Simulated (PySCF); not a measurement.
# C3BF2O2−: excited states, first hyperpolarisability

What do calculations give for the excited states, first hyperpolarisability of C3BF2O2− (`O=c1c([O-])c1B(F)F`)?

Computed with PySCF 2.14.0 and routines of our own; the level stands in each step. Atoms count from 0.

## 1. The starting structure

8 atoms, charge -1, multiplicity 1; geometry from: GFN2-xTB.

## 2. Relaxing the molecule at PBE0-D3(BJ)/def2-SVP

What the job is given:

```
{"job": {"xc": "PBE0", "basis": "def2-SVP", "d3": "d3bj", "grid": 2, "kind": "geom"}, "charge": -1, "multiplicity": 1}
O     -1.579182     1.989266    -0.070581
C     -1.136382     0.847599    -0.029139
C     -1.293235    -0.577593     0.029293
O     -1.974334    -1.595026     0.073635
C      0.006280     0.000529    -0.002144
B      1.481247    -0.161820    -0.006848
F      2.373169     0.851587    -0.063342
F      2.131493    -1.345129     0.044561
```

The run is started by

```bash
> OMP_NUM_THREADS=1 python excited_run.py task.json out
```

One launch serves the whole session: the jobs run in the order shown.

Standard output:

```text
step   0  E = -488.55851264  max force = 0.023930
step   1  E = -488.55971815  max force = 0.003853
step   2  E = -488.55976592  max force = 0.001916
step   3  E = -488.55981219  max force = 0.000614
step   4  E = -488.55981583  max force = 0.000183
optimisation converged
```

Wall time 22 s (1 thread of Arm Neoverse V1, shared host); peak memory 0.64 GiB.

Relaxation path:

| step | energy from step 0 (eV) | largest force component (eV/Å) |
| --- | --- | --- |
| 0 | 0.0000 | 1.2305 |
| 1 | -0.0328 | 0.1981 |
| 2 | -0.0341 | 0.0985 |
| 3 | -0.0354 | 0.0316 |
| 4 | -0.0355 | 0.0094 |

Close pairs (by a distance rule), those that changed most:

| bond | before (Å) | after (Å) | change (Å) |
| --- | --- | --- | --- |
| C1–C2 | 1.435 | 1.469 | +0.034 |
| C4–B5 | 1.484 | 1.505 | +0.021 |
| B5–F6 | 1.351 | 1.344 | -0.007 |
| B5–F7 | 1.351 | 1.344 | -0.007 |
| C2–C4 | 1.423 | 1.428 | +0.005 |
| C1–C4 | 1.423 | 1.428 | +0.005 |
| O0–C1 | 1.225 | 1.223 | -0.002 |
| C2–O3 | 1.225 | 1.223 | -0.002 |

The next job starts from the end point, and lists it.

| at the end point | value |
| --- | --- |
| point group (found at 0.08 Å tolerance) | C2v |
| rotational constants (GHz, main isotopes) | 3.012, 1.441, 0.975 |

## 3. Excited states: TDA wB97X-D/def2-TZVPD

What the job is given:

```
{"job": {"kind": "states", "xc": "wB97X-D", "basis": "def2-TZVPD", "tda": true, "soc": true, "nstates": 6, "ntriplets": 5, "nquad": 4}, "charge": -1, "multiplicity": 1}
O     -1.564475     2.175695    -0.050576
C     -1.134367     1.031438    -0.010968
C     -1.281097    -0.428436     0.058154
O     -1.929785    -1.463749     0.113579
C      0.010680     0.178317     0.005846
B      1.507783     0.030622    -0.020469
F      2.354512     1.070031    -0.114125
F      2.140260    -1.153640     0.045083
```

With the program's defaults for keys left out, this is: TDA wB97X-D/def2-TZVPD excited states, vertical, gas phase, spin-orbit mean-field couplings.

Standard output:

```text
coarse grid: 8688 points
cycle   1  E = -489.1657838808  dE =  1.635e+00  |g| = 1.337e+00  |ddm| = 4.062e+00
cycle   2  E = -488.6359150748  dE =  5.299e-01  |g| = 2.228e+00  |ddm| = 3.593e+00
cycle   3  E = -489.4885165879  dE = -8.526e-01  |g| = 2.115e-01  |ddm| = 1.956e+00
cycle   4  E = -489.4960493623  dE = -7.533e-03  |g| = 9.184e-02  |ddm| = 2.307e-01
cycle   5  E = -489.4974372682  dE = -1.388e-03  |g| = 2.016e-02  |ddm| = 9.664e-02
cycle   6  E = -489.4975400552  dE = -1.028e-04  |g| = 7.263e-03  |ddm| = 4.431e-02
cycle   7  E = -489.4975582105  dE = -1.816e-05  |g| = 1.684e-03  |ddm| = 2.843e-02
cycle   8  E = -489.4975608040  dE = -2.593e-06  |g| = 8.773e-04  |ddm| = 1.282e-02
final grid: 90456 points
cycle   9  E = -489.4898603498  dE = -1.871e-04  |g| = 7.724e-03  |ddm| = 2.935e-01
cycle  10  E = -489.4898621666  dE = -1.817e-06  |g| = 7.399e-03  |ddm| = 2.250e-02
cycle  11  E = -489.4898694481  dE = -7.281e-06  |g| = 8.816e-04  |ddm| = 6.325e-03
cycle  12  E = -489.4898695603  dE = -1.122e-07  |g| = 4.602e-04  |ddm| = 2.604e-03
cycle  13  E = -489.4898696013  dE = -4.102e-08  |g| = 1.559e-04  |ddm| = 7.103e-04
cycle  14  E = -489.4898696061  dE = -4.739e-09  |g| = 4.634e-05  |ddm| = 2.821e-04
cycle  15  E = -489.4898696067  dE = -6.709e-10  |g| = 1.493e-05  |ddm| = 2.908e-04
converged SCF energy = -489.4898696067

Singlet excitations
state   eV       nm        f     d(h-e)  d(exc)  Lambda  PR(NTO)  |dmu|/D   mu/D   main configurations
  1   3.1145   398.1   0.00009   1.155   2.857   0.491   1.023    3.273    1.686   H->L+1 0.96
  2   4.4467   278.8   0.00618   1.134   4.532   0.152   1.041    2.692    2.267   H->L 0.60, H->L+2 0.31
  3   4.8331   256.5   0.00005   0.914   2.673   0.405   1.197    2.973    1.987   H-2->L+1 0.88
  4   5.1088   242.7   0.06069   1.143   4.713   0.277   1.467    3.073    1.886   H->L+2 0.49, H->L 0.23, H-1->L+1 0.18
  5   5.2949   234.2   0.02599   0.109   4.346   0.171   1.230                     H->L+3 0.84
  6   5.3274   232.7   0.03274   1.729   4.584   0.180   1.050                     H-1->L 0.74, H-1->L+2 0.09

Triplet excitations (Tamm-Dancoff)
state   eV     d(h-e)  d(exc)  Lambda  PR(NTO)   main configurations
  1   2.7051   1.071   2.791   0.489   1.025   H->L+1 0.94
  2   3.4746   0.491   2.667   0.715   1.020   H-1->L+1 0.95
  3   4.3665   1.051   4.491   0.152   1.039   H->L 0.58, H->L+2 0.33
  4   4.5582   0.851   2.601   0.402   1.286   H-2->L+1 0.83
  5   5.0699   1.447   5.118   0.173   1.037   H->L+2 0.56, H->L 0.33
S1 - T1 = 0.4093 eV

Spin-orbit couplings |<S|Hso|T>| (cm-1)
             T1       T2       T3       T4       T5
S0       33.653    0.094    0.195    9.964    0.203
S1        0.052   27.420    0.662   23.807    1.047
S2        2.160    0.042    0.010    1.172    0.050
S3       24.442    8.673    0.622    0.135    0.272
S4       13.519    0.107    0.038    3.215    0.031
S5        0.599    0.066    1.099    1.341    1.141
S6        7.369    1.164   26.956    2.073    7.888
T1 sublevels (cm-1): 0.000 0.002 0.159   radiative rates (1/s): 2.5 0.000176 292
```

Run time: 55 s. Hardware: 1 thread of Arm Neoverse V1, shared host; peak memory 1 GiB.

From this job:

| quantity | value |
| --- | --- |
| S1 less T1 | 0.41 eV |

## 4. Excited states: TDDFT CAM-B3LYP/def2-TZVPD

The job, as its differences from that of step 3:

```diff
@@ -1,2 +1,2 @@
-{"job": {"kind": "states", "xc": "wB97X-D", "basis": "def2-TZVPD", "tda": true, "soc": true, "nstates": 6, "ntriplets": 5, "nquad": 4}, "charge": -1, "multiplicity": 1}
+{"job": {"kind": "states", "xc": "CAM-B3LYP", "basis": "def2-TZVPD", "tpa": true, "nstates": 8, "nquad": 6, "ntriplets": 0}, "charge": -1, "multiplicity": 1}
 O     -1.564475     2.175695    -0.050576
```

With the program's defaults for keys left out, this is: TDDFT CAM-B3LYP/def2-TZVPD excited states, vertical, gas phase, two-photon moments by quadratic response.

Standard output:

```text
coarse grid: 8688 points
cycle   1  E = -489.1706621332  dE =  1.600e+00  |g| = 1.323e+00  |ddm| = 3.670e+00
cycle   2  E = -488.4440067828  dE =  7.267e-01  |g| = 2.427e+00  |ddm| = 5.434e+00
cycle   3  E = -489.4776389418  dE = -1.034e+00  |g| = 2.579e-01  |ddm| = 3.429e+00
cycle   4  E = -489.4890008123  dE = -1.136e-02  |g| = 1.075e-01  |ddm| = 3.137e-01
cycle   5  E = -489.4908592284  dE = -1.858e-03  |g| = 2.135e-02  |ddm| = 1.262e-01
cycle   6  E = -489.4909643081  dE = -1.051e-04  |g| = 7.598e-03  |ddm| = 4.491e-02
cycle   7  E = -489.4909809122  dE = -1.660e-05  |g| = 1.428e-03  |ddm| = 2.865e-02
cycle   8  E = -489.4909826814  dE = -1.769e-06  |g| = 3.848e-04  |ddm| = 1.079e-02
final grid: 90456 points
cycle   9  E = -489.4886115117  dE = -8.399e-05  |g| = 4.263e-03  |ddm| = 1.242e-01
cycle  10  E = -489.4886104974  dE =  1.014e-06  |g| = 4.927e-03  |ddm| = 1.381e-02
cycle  11  E = -489.4886140800  dE = -3.583e-06  |g| = 9.205e-04  |ddm| = 3.565e-03
cycle  12  E = -489.4886141804  dE = -1.004e-07  |g| = 5.255e-04  |ddm| = 1.410e-03
cycle  13  E = -489.4886142239  dE = -4.353e-08  |g| = 8.747e-05  |ddm| = 5.339e-04
cycle  14  E = -489.4886142254  dE = -1.516e-09  |g| = 1.995e-05  |ddm| = 1.475e-04
cycle  15  E = -489.4886142255  dE = -1.219e-10  |g| = 4.553e-06  |ddm| = 5.674e-05
converged SCF energy = -489.4886142255

Singlet excitations
state   eV       nm        f     d(h-e)  d(exc)  Lambda  PR(NTO)  |dmu|/D   mu/D   delta(TPA)   sigma/GM   main configurations
  1   3.0794   402.6   0.00013   1.172   2.876   0.486   1.030    3.286    1.639        2.32      0.008   H->L+1 0.95
  2   4.3042   288.1   0.00577   1.520   4.618   0.169   1.036    4.314    0.611      308.51      2.094   H->L 0.70, H->L+2 0.24
  3   4.7925   258.7   0.00038   0.919   2.683   0.401   1.223    2.936    1.989        0.22      0.002   H-2->L+1 0.86
  4   4.9064   252.7   0.10532   0.882   4.223   0.390   1.937    2.203    2.721       97.37      0.859   H->L+2 0.43, H-1->L+1 0.38, H->L 0.12
  5   5.0640   244.8   0.20226   1.389   4.139   0.478   2.181    4.274    0.656      605.74      5.691   H-1->L+1 0.57, H->L+2 0.25, H->L 0.14
  6   5.1323   241.6   0.00501   1.931   4.673   0.167   1.010    8.112    3.188      100.75      0.972   H-1->L 0.86
  7   5.2053   238.2   0.02839   0.082   4.387   0.190   1.176                                            H->L+3 0.86
  8   5.7855   214.3   0.00585   0.004   3.956   0.222   1.041                                            H->L+6 0.91
```

Wall time 71 s (1 thread of Arm Neoverse V1, shared host); peak memory 1.2 GiB.

## 5. First hyperpolarisability: quadratic response CAM-B3LYP/def2-TZVPD

The job, as its differences from that of step 4:

```diff
@@ -1,2 +1,2 @@
-{"job": {"kind": "states", "xc": "CAM-B3LYP", "basis": "def2-TZVPD", "tpa": true, "nstates": 8, "nquad": 6, "ntriplets": 0}, "charge": -1, "multiplicity": 1}
+{"job": {"kind": "beta", "xc": "CAM-B3LYP", "basis": "def2-TZVPD"}, "charge": -1, "multiplicity": 1}
 O     -1.564475     2.175695    -0.050576
```

Level: quadratic response CAM-B3LYP/def2-TZVPD first hyperpolarisability, Taylor convention, gas phase.

Standard output:

```text
coarse grid: 8688 points
cycle   1  E = -489.1706621332  dE =  1.600e+00  |g| = 1.323e+00  |ddm| = 3.670e+00
cycle   2  E = -488.4440067828  dE =  7.267e-01  |g| = 2.427e+00  |ddm| = 5.434e+00
cycle   3  E = -489.4776389418  dE = -1.034e+00  |g| = 2.579e-01  |ddm| = 3.429e+00
cycle   4  E = -489.4890008123  dE = -1.136e-02  |g| = 1.075e-01  |ddm| = 3.137e-01
cycle   5  E = -489.4908592284  dE = -1.858e-03  |g| = 2.135e-02  |ddm| = 1.262e-01
cycle   6  E = -489.4909643081  dE = -1.051e-04  |g| = 7.598e-03  |ddm| = 4.491e-02
cycle   7  E = -489.4909809122  dE = -1.660e-05  |g| = 1.428e-03  |ddm| = 2.865e-02
cycle   8  E = -489.4909826814  dE = -1.769e-06  |g| = 3.848e-04  |ddm| = 1.079e-02
final grid: 90456 points
cycle   9  E = -489.4886115117  dE = -8.399e-05  |g| = 4.263e-03  |ddm| = 1.242e-01
cycle  10  E = -489.4886104974  dE =  1.014e-06  |g| = 4.927e-03  |ddm| = 1.381e-02
cycle  11  E = -489.4886140800  dE = -3.583e-06  |g| = 9.205e-04  |ddm| = 3.565e-03
cycle  12  E = -489.4886141804  dE = -1.004e-07  |g| = 5.255e-04  |ddm| = 1.410e-03
cycle  13  E = -489.4886142239  dE = -4.353e-08  |g| = 8.747e-05  |ddm| = 5.339e-04
cycle  14  E = -489.4886142254  dE = -1.516e-09  |g| = 1.995e-05  |ddm| = 1.475e-04
cycle  15  E = -489.4886142255  dE = -1.219e-10  |g| = 4.553e-06  |ddm| = 5.674e-05
converged SCF energy = -489.4886142255

Lowest singlets (eV, f): 3.0794 0.0001  4.3042 0.0058  4.7925 0.0004

First hyperpolarisability (au)
process     nm      |vector|   parallel      HRS      DR
static         -      388.75    -233.25     154.63   5.794
shg       1907.0      431.24    -258.74     170.65   5.852
eope      1907.0      402.17     -241.3          -       -
shg       1064.0      555.47    -333.28      217.5    5.92
eope      1064.0      434.49     -260.7          -       -
```

Run time: 57 s. Hardware: 1 thread of Arm Neoverse V1, shared host; peak memory 1.2 GiB.

## 6. What came out

```
                                                  quantity                                                value
                                               point group                                                  C2v
                      rotational constants (main isotopes)                                 3.01, 1.44, 0.97 GHz
               S1 less T1 (step 3, TDA wB97X-D/def2-TZVPD)                                              0.41 eV
β vector (step 5, quadratic response CAM-B3LYP/def2-TZVPD)  static 389, SHG 1907.0 nm 431, SHG 1064.0 nm 555 au
```

**Reading.** The optimisation took 4 steps and gained 0.035 eV; among the close pairs (by a distance rule), C1–C2 changed most, from 1.435 to 1.469 Å. No frequency check was run at this level, so the end point may be a saddle. For an anion in the gas phase, states above the energy of detachment are held by the basis alone, so excitations and responses hang on it. In step 3, the number of triplets below S1 is 1, and the largest singlet-triplet spin-orbit coupling is S0–T1, 33.65 cm⁻¹. β grows from 389 au (static) to 555 au for doubling at 1064.0 nm: normal dispersion, which grows as twice the photon energy moves toward the bright states.
